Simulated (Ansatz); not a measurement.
# Cu3Pt: the cost of one run

Program: Ansatz 0.2.0. Level of theory: DFT LDA, scalar-relativistic. These are calculated values, not measurements.

### Step 1. Starting point

The structure is cubic, space group Pm-3m (No. 221). The conventional cell has a = 3.710 Å, b = 3.710 Å, c = 3.710 Å, α = 90.00°, β = 90.00°, γ = 90.00°. Cu (site symmetry 4/mmm) is surrounded by 8 Cu at 2.62 Å and 4 Pt at 2.62 Å. Around Pt (site symmetry m-3m) lie 12 Cu at 2.62 Å.

Structure file:

```
Cu Pt
1.0
     3.71000    0.00000    0.00000
     0.00000    3.71000    0.00000
     0.00000    0.00000    3.71000
Cu Pt
3 1
Direct
  0.00000 0.50000 0.50000
  0.50000 0.00000 0.50000
  0.50000 0.50000 0.00000
  0.00000 0.00000 0.00000
```

Atoms are numbered in the order of the input: Cu1, Cu2, Cu3, Pt4.

### Step 2. Volume × 0.94, LAPW

input.yaml

```yaml
crystal:
  lattice:
    - [3.6342644633, 0.0, 0.0]
    - [0.0, 3.6342644633, 0.0]
    - [0.0, 0.0, 3.6342644633]
  atoms:
    - { symbol: Cu, position: [0.0, 0.5, 0.5] }
    - { symbol: Cu, position: [0.5, 0.0, 0.5] }
    - { symbol: Cu, position: [0.5, 0.5, 0.0] }
    - { symbol: Pt, position: [0.0, 0.0, 0.0] }
kpoints:
  mp_grid: { grid: [9, 9, 9] }
  band_path:
    path:
      - [0.0, 0.0, 0.0]
      - [0.0, 0.5, 0.0]
      - [0.5, 0.5, 0.0]
      - [0.0, 0.0, 0.0]
      - [0.5, 0.5, 0.5]
      - [0.0, 0.5, 0.0]
      - [0.5, 0.5, 0.5]
      - [0.5, 0.5, 0.0]
    npoints: 5
scf:
  occupations: { method: fermi_dirac, width: 0.05 }
hamiltonian:
  xc: lda
  pseudopotentials: { kind: all_electron, lapw: { basis_error: 0.001 } }
output:
  forces: true
  stress: true
  eigenvalues: true
```

Launch:

```bash
ansatz run input.yaml --threads 1 --pin off --max-ram 4096MiB --backend cpu --events-out ev --progress --plain --runs-dir out
```

**Question.** How long does this run take on 1 thread of Arm Neoverse V2, shared host, and how much memory does it need?

About 66 s, with a peak of 0.52 GiB.
